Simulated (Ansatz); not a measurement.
# Ta3AsAu2O13 in Ansatz: the effect of functional

The system is Ta3AsAu2O13.

```
CELL_PARAMETERS angstrom
5.45204 0.00000 0.00000
-2.72602 4.72161 0.00000
0.00000 0.00000 9.57902
ATOMIC_POSITIONS crystal
Ta 0.00000 0.00000 0.19408
Ta 0.00000 0.00000 0.80592
Ta 0.66667 0.33333 0.00000
As 0.00000 0.00000 0.50000
Au 0.33333 0.66667 0.27428
Au 0.33333 0.66667 0.72572
O 0.00000 0.00000 0.00000
O 0.23947 0.97129 0.36402
O 0.02871 0.26818 0.36402
O 0.73182 0.76053 0.36402
O 0.23947 0.97129 0.63598
O 0.02871 0.26818 0.63598
O 0.73182 0.76053 0.63598
O 0.38452 0.33425 0.85844
O 0.66575 0.05026 0.85844
O 0.94974 0.61548 0.85844
O 0.38452 0.33425 0.14156
O 0.66575 0.05026 0.14156
O 0.94974 0.61548 0.14156
```

The cell was built by a generator and needn't be a form met in nature.

Alike in all runs:

```yaml
Program: Ansatz 0.2.0
Task: band structure
Potentials_or_basis: Ansatz PAW
Cutoff: "420 eV (not typed: the program's choice for these potentials)"
k_mesh: 6 × 6 × 3
Occupations: fermi-dirac, width 0.05 eV
Spin: no spin polarisation
```

```csv
functional,pressure (GPa),largest force (eV/Å)
PBE,?,?
revPBE,2.7,0.25
RPBE,3.7,0.28
```

Q: What does the run with functional PBE give?

A: Pressure -0.2 GPa; largest force 0.20 eV/Å.

Caveats: the PAW data sets come from PBE, with cores solved anew for the run's functional, which leaves a small shift of forces and pressure (some runs).
